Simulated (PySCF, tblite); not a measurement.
# C8H8BNO: excited states

Wanted: excited states for C8H8BNO (`C#CN1C=CC=CB1C(C)=O`).

Programs: tblite 0.8.0 and PySCF 2.14.0, with routines of our own; each step states its level. All values are computed. Atoms count from 0.

## 1. The system as given

19 atoms, charge 0, multiplicity 1; geometry from: force field or distance geometry start.

## 2. Optimising the geometry with GFN2-xTB

The job: settings as JSON, then the geometry in Å.

```
{"job": {"kind": "relax", "xc": "GFN2-xTB", "basis": "xTB"}, "charge": 0, "multiplicity": 1}
C     -0.746200     3.411000    -0.114100
C     -0.857800     2.217100    -0.158100
N     -0.981100     0.805200    -0.186700
C     -2.241500     0.158700    -0.121700
C     -2.329700    -1.172800    -0.148400
C     -1.172500    -2.044800    -0.285700
C      0.082100    -1.554300    -0.370000
B      0.318800     0.006000    -0.322100
C      1.633000     0.520500     0.335100
C      2.810200    -0.407800     0.343600
O      1.698000     1.646500     0.830300
H     -0.674500     4.478200    -0.080900
H     -3.153200     0.731300    -0.007600
H     -3.322600    -1.620600    -0.094300
H     -1.282800    -3.123900    -0.313000
H      0.920600    -2.239200    -0.448200
H      3.448200    -0.036400     1.188600
H      2.506300    -1.462500     0.564100
H      3.335000    -0.302900    -0.618100
```

Run with:

```bash
> OMP_NUM_THREADS=1 python excited_run.py task.json out
```

The driver reads the jobs from task.json and runs them one after another.

Log:

```text
step      E/eV     max force
  0    -797.74259    3.423
  1    -798.05028    4.117
  2    -798.14547    4.007
  3    -798.30190    0.920
  4    -798.36333    0.987
  5    -798.40880    0.753
  6    -798.43523    0.410
  7    -798.45971    0.440
  8    -798.48262    0.386
  9    -798.49486    0.265
 10    -798.50505    0.234
 11    -798.51542    0.300
 12    -798.52453    0.253
 13    -798.53142    0.260
 14    -798.53783    0.257
 15    -798.54579    0.217
 16    -798.55533    0.239
 17    -798.56399    0.222
 18    -798.56992    0.177
 19    -798.57428    0.182
 20    -798.57879    0.168
 21    -798.58421    0.170
 22    -798.58997    0.202
 23    -798.59512    0.196
 24    -798.59946    0.143
 25    -798.60364    0.167
 26    -798.60815    0.164
 27    -798.61207    0.123
 28    -798.61458    0.108
 29    -798.61638    0.094
 30    -798.61815    0.096
 31    -798.61999    0.097
 32    -798.62175    0.101
 33    -798.62319    0.088
 34    -798.62438    0.087
 35    -798.62548    0.081
 36    -798.62655    0.064
 37    -798.62757    0.086
 38    -798.62849    0.075
 39    -798.62936    0.080
 40    -798.63018    0.084
 41    -798.63127    0.073
 42    -798.63264    0.106
 43    -798.63449    0.113
 44    -798.63670    0.106
 45    -798.63895    0.124
 46    -798.64104    0.124
 47    -798.64333    0.151
 48    -798.64613    0.170
 49    -798.64923    0.139
 50    -798.65201    0.117
 51    -798.65418    0.124
 52    -798.65600    0.092
 53    -798.65684    0.166
 54    -798.65948    0.108
 55    -798.66114    0.086
 56    -798.66310    0.084
 57    -798.66362    0.069
 58    -798.66403    0.061
 59    -798.66499    0.047
 60    -798.66539    0.065
 61    -798.66613    0.056
 62    -798.66655    0.054
 63    -798.66697    0.037
 64    -798.66730    0.049
 65    -798.66760    0.046
 66    -798.66788    0.043
 67    -798.66817    0.048
 68    -798.66848    0.048
 69    -798.66884    0.061
 70    -798.66927    0.062
 71    -798.66978    0.059
 72    -798.67031    0.050
 73    -798.67086    0.053
 74    -798.67139    0.053
 75    -798.67177    0.071
 76    -798.67210    0.038
 77    -798.67234    0.033
 78    -798.67255    0.026
 79    -798.67268    0.028
 80    -798.67285    0.024
 81    -798.67297    0.033
 82    -798.67309    0.029
 83    -798.67318    0.025
 84    -798.67326    0.025
 85    -798.67334    0.020
 86    -798.67342    0.018
 87    -798.67351    0.024
 88    -798.67362    0.024
 89    -798.67375    0.027
 90    -798.67387    0.019
 91    -798.67396    0.019
 92    -798.67403    0.017
 93    -798.67408    0.016
 94    -798.67414    0.017
 95    -798.67422    0.019
 96    -798.67431    0.025
 97    -798.67443    0.026
 98    -798.67453    0.019
 99    -798.67460    0.013
100    -798.67463    0.013
101    -798.67466    0.013
102    -798.67470    0.014
103    -798.67473    0.014
104    -798.67475    0.009
```

Wall time 0.84 s (1 thread of Arm Neoverse V1, shared host).

Step by step: (not every step is listed)

```tsv
step	energy from step 0 (eV)	largest force (eV/Å)
0	0.0000	3.4229
1	-0.3077	4.1171
2	-0.4029	4.0072
3	-0.5593	0.9204
4	-0.6207	0.9874
5	-0.6662	0.7535
6	-0.6926	0.4100
7	-0.7171	0.4405
8	-0.7400	0.3858
17	-0.8214	0.2223
26	-0.8656	0.1641
35	-0.8829	0.0808
44	-0.8941	0.1061
53	-0.9143	0.1660
62	-0.9240	0.0536
71	-0.9272	0.0594
80	-0.9303	0.0243
89	-0.9312	0.0274
98	-0.9319	0.0191
99	-0.9320	0.0132
100	-0.9320	0.0129
101	-0.9321	0.0127
102	-0.9321	0.0142
103	-0.9321	0.0141
104	-0.9322	0.0086
```

Close pairs (by a distance rule), those that changed most:

```tsv
bond	before (Å)	after (Å)	change (Å)
N2–B7	1.532	1.430	-0.102
C1–N2	1.418	1.349	-0.069
C6–B7	1.579	1.511	-0.068
N2–C3	1.418	1.360	-0.058
C4–C5	1.455	1.409	-0.046
B7–C8	1.557	1.601	+0.044
C9–H16	1.122	1.087	-0.035
C9–H17	1.120	1.088	-0.032
```

The final coordinates are the input of the step that follows.

## 3. Harmonic vibrations with GFN2-xTB

The job: settings as JSON, then the geometry in Å.

```
{"job": {"kind": "ir", "xc": "GFN2-xTB", "basis": "xTB"}, "charge": 0, "multiplicity": 1}
C     -0.908337     3.263612     0.111111
C     -0.842706     2.068513     0.051325
N     -0.901175     0.724607    -0.048280
C     -2.134172     0.202940    -0.287242
C     -2.333977    -1.136911    -0.413621
C     -1.257983    -2.039957    -0.300933
C      0.009377    -1.586640    -0.063136
B      0.257374    -0.103603     0.082176
C      1.676377     0.575328     0.377456
C      2.892545    -0.325449     0.261272
O      1.816303     1.743474     0.693238
H     -0.866001     4.307163     0.188576
H     -2.950826     0.908142    -0.373180
H     -3.330427    -1.505601    -0.600049
H     -1.468324    -3.096214    -0.411234
H      0.794174    -2.327391     0.014100
H      3.806790     0.244519     0.408988
H      2.826278    -1.104644     1.017767
H      2.904906    -0.802635    -0.715796
```

Log:

```text
mode    cm-1     km/mol
  1     -17.2      6.60
  2      83.5      0.22
  3     131.8      1.77
  4     137.1      0.96
  5     150.9      0.49
  6     158.9      3.53
  7     294.5      0.54
  8     295.8      0.43
  9     328.2      1.94
 10     357.8      1.47
 11     443.1      8.62
 12     467.3      0.76
 13     492.3      0.12
 14     524.4      1.67
 15     564.6     24.53
 16     618.8     29.93
 17     644.2     10.31
 18     664.9      3.29
 19     673.0      5.68
 20     759.5     30.25
 21     781.7      0.09
 22     867.3      0.26
 23     897.8      0.12
 24     949.4     14.83
 25     955.8      0.28
 26     960.3     27.81
 27    1023.8     26.06
 28    1071.1      0.64
 29    1109.8     59.07
 30    1175.7     13.79
 31    1184.1     22.84
 32    1191.7     17.52
 33    1237.2     33.14
 34    1291.8      2.79
 35    1357.3     23.57
 36    1369.3     34.89
 37    1417.4     24.10
 38    1460.7     11.62
 39    1463.1      9.85
 40    1500.2     54.95
 41    1602.6     55.31
 42    1699.0    189.65
 43    2286.7     16.48
 44    3023.4     14.47
 45    3030.7      8.46
 46    3043.3     34.04
 47    3047.7     26.92
 48    3063.4     10.75
 49    3067.8     72.26
 50    3102.0     36.76
 51    3415.0     26.37
```

Run time: 0.8 s. Hardware: 1 thread of Arm Neoverse V1, shared host.

Which atoms move in the most intense modes:

```tsv
cm⁻¹	km/mol	atoms
1110	59.1	C8 17 %, B7 17 %, N2 13 %
1369	34.9	H14 19 %, N2 13 %, C6 11 %, H13 11 %
1500	55.0	C5 39 %, C4 30 %, C6 10 %
1603	55.3	C3 32 %, C4 24 %, C6 17 %, C5 16 %
1699	189.7	C8 60 %, O10 38 %
3043	34.0	H16 85 %
3068	72.3	H15 79 %, H14 12 %
3102	36.8	H13 89 %
```

## 4. Excited states: TDA BHandHLYP/def2-SVP

The job, as its differences from that of step 3:

```diff
@@ -1,2 +1,2 @@
-{"job": {"kind": "ir", "xc": "GFN2-xTB", "basis": "xTB"}, "charge": 0, "multiplicity": 1}
+{"job": {"kind": "states", "xc": "BHandHLYP", "basis": "def2-SVP", "tda": true, "soc": true, "nstates": 6, "ntriplets": 6, "nquad": 4}, "charge": 0, "multiplicity": 1}
 C     -0.908337     3.263612     0.111111
```

Level: TDA BHandHLYP/def2-SVP excited states, vertical, gas phase, spin-orbit mean-field couplings.

Log:

```text
coarse grid: 16888 points
cycle   1  E = -463.5854785626  dE =  2.366e+00  |g| = 8.467e-01  |ddm| = 5.010e+00
cycle   2  E = -463.4276879409  dE =  1.578e-01  |g| = 1.278e+00  |ddm| = 2.293e+00
cycle   3  E = -463.7556565140  dE = -3.280e-01  |g| = 1.136e-01  |ddm| = 1.534e+00
cycle   4  E = -463.7579538056  dE = -2.297e-03  |g| = 7.390e-02  |ddm| = 2.014e-01
cycle   5  E = -463.7593885267  dE = -1.435e-03  |g| = 1.816e-02  |ddm| = 9.085e-02
cycle   6  E = -463.7594723848  dE = -8.386e-05  |g| = 5.152e-03  |ddm| = 2.388e-02
cycle   7  E = -463.7594795797  dE = -7.195e-06  |g| = 3.147e-03  |ddm| = 8.813e-03
final grid: 166048 points
cycle   8  E = -463.8220829115  dE = -2.511e-05  |g| = 5.459e-03  |ddm| = 3.335e-02
cycle   9  E = -463.8220765957  dE =  6.316e-06  |g| = 7.871e-03  |ddm| = 1.139e-02
cycle  10  E = -463.8220903294  dE = -1.373e-05  |g| = 8.369e-04  |ddm| = 6.908e-03
cycle  11  E = -463.8220904961  dE = -1.667e-07  |g| = 2.064e-04  |ddm| = 8.579e-04
cycle  12  E = -463.8220905152  dE = -1.905e-08  |g| = 1.751e-04  |ddm| = 4.311e-04
cycle  13  E = -463.8220905231  dE = -7.938e-09  |g| = 3.973e-05  |ddm| = 2.266e-04
cycle  14  E = -463.8220905240  dE = -9.125e-10  |g| = 2.042e-05  |ddm| = 9.109e-05
converged SCF energy = -463.8220905240

Singlet excitations
state   eV       nm        f     d(h-e)  d(exc)  Lambda  PR(NTO)  |dmu|/D   mu/D   main configurations
  1   3.3871   366.0   0.00029   0.802   2.452   0.427   1.013    2.320    1.325   H-1->L 0.55, H-1->L+1 0.31
  2   4.9383   251.1   0.23585   0.571   3.144   0.721   1.240    1.701    4.564   H->L 0.89
  3   5.3708   230.8   0.00050   2.219   3.750   0.421   1.243    6.150    2.898   H-1->L+1 0.39, H-1->L 0.39, H-3->L 0.14
  4   5.5476   223.5   0.01342   1.078   3.253   0.694   1.893    3.359    4.711   H-2->L 0.62, H->L+1 0.31
  5   5.9531   208.3   0.00079   1.644   3.532   0.381   1.348                     H-3->L 0.75, H-1->L+1 0.12
  6   6.2167   199.4   0.49346   0.847   3.433   0.717   2.080                     H->L+1 0.59, H-2->L 0.25

Triplet excitations (Tamm-Dancoff)
state   eV     d(h-e)  d(exc)  Lambda  PR(NTO)   main configurations
  1   2.7116   0.703   2.337   0.426   1.011   H-1->L 0.48, H-1->L+1 0.34, H-1->L+3 0.09
  2   3.2599   0.196   2.670   0.725   1.061   H->L 0.65, H->L+1 0.18, H-2->L 0.09
  3   3.9942   0.776   2.989   0.700   1.893   H->L 0.30, H->L+1 0.28, H-2->L 0.24
  4   4.4460   0.240   2.950   0.694   2.158   H-2->L 0.47, H->L+1 0.35
  5   5.1825   1.583   3.309   0.446   1.847   H-1->L 0.29, H-3->L 0.21, H-1->L+1 0.19
  6   5.2490   0.834   2.487   0.566   1.870   H-5->L+1 0.22, H-5->L 0.19
S1 - T1 = 0.6755 eV

Spin-orbit couplings |<S|Hso|T>| (cm-1)
             T1       T2       T3       T4       T5       T6
S0       51.324    0.076    0.722    0.475   14.198    7.545
S1        0.545    4.330   11.242    8.250   15.411   31.349
S2        8.087    0.161    0.185    0.281    8.466    2.868
S3        1.320    5.833    3.432    7.470    3.524    6.270
S4        4.296    0.717    0.634    0.599    4.402    1.441
S5        5.062    1.819    5.999    2.863    2.731    3.286
S6        4.284    0.103    0.399    0.113    9.394    5.094
T1 sublevels (cm-1): 0.000 0.001 0.199   radiative rates (1/s): 0.0749 0.0163 228
```

Run time: 54 s. Hardware: 1 thread of Arm Neoverse V1, shared host; peak memory 0.93 GiB.

In short:

```tsv
quantity	value
S1 less T1	0.68 eV
```

Orbitals, density, ELF and potential are computed afterwards from the orbital file.

Frontier orbitals at BHandHLYP/def2-SVP, with the share of their density that lies nearest to each atom:

```tsv
orbital	energy (eV)	lies on
HOMO	-7.69	C4, C6 about 18 % each; B7 15 %; C3 12 %
LUMO	-0.72	B7 19 %; C5 17 %; N2 10 %
```

ELF in a plane through or near 17 of the atoms.

Ten even steps from '0' (0.00) to '9' (1.00):
```
0000000000000000000000000000
0000000000000000000000000000
0000000000167400000000000000
0000000000899930000000000000
0000000012799930000000000000
0000000036624550001000000000
0000000015886840577640000000
0000017510434511767850000000
0000079995465502476202981000
0000017965765918927879997000
0000000278402352636237983000
0000699934624687103775100000
0000899967449439820232000000
0000055104865399980000000000
0000000029997028950000000000
0000000018994000000000000000
0000000000000000000000000000
0000000000000000000000000000
0000000000000000000000000000
0000000000000000000000000000
```
The map spans 12.9 Å across and 13.8 Å up, centred on the molecule. Atoms in the plane (x, y in Å): C0 (-0.9, 3.3), C1 (-0.8, 2.1), N2 (-0.9, 0.7), C3 (-2.2, 0.2), C4 (-2.4, -1.1), C5 (-1.3, -2.0), C6 (0.0, -1.6), B7 (0.3, -0.1), C8 (1.7, 0.6), C9 (2.9, -0.3), O10 (1.9, 1.8), H11 (-0.8, 4.3), H12 (-3.0, 0.9), H13 (-3.4, -1.5), H14 (-1.5, -3.1), H15 (0.8, -2.3), H16 (3.8, 0.2).

On the surface of density 0.002 e/bohr³ the electrostatic potential runs, from the 1st to the 99th percentile, from -2.02 V near O10 to 1.25 V near H11.

## 5. Summary of results

```
                                                                  quantity                  value
                                 strongest single infrared mode (GFN2-xTB)  1699 cm⁻¹, 190 km/mol
                                              zero-point energy (GFN2-xTB)          87.8 kcal/mol
                               S1 less T1 (step 4, TDA BHandHLYP/def2-SVP)                0.68 eV
potential on the surface of density 0.002 e/bohr³, 1st and 99th percentile     -2.02 V and 1.25 V
```

The lowest mode is slightly imaginary (17i cm⁻¹), a soft motion within the noise of the Hessian, so the minimum is not strictly shown. The strongest single mode, at 1699 cm⁻¹, moves mainly C8 and O10. Unscaled tight-binding wavenumbers are off by several per cent, some by more. Its intensities can rank the bands wrongly. In step 4, the number of triplets below S1 is 2, and the largest singlet-triplet spin-orbit coupling is S0–T1, 51.32 cm⁻¹. At BHandHLYP/def2-SVP, counted by nearest atom on the grid, the HOMO lies on C4, C6 about 18 % each; B7 15 %, the LUMO on B7 19 %; C5 17 %.
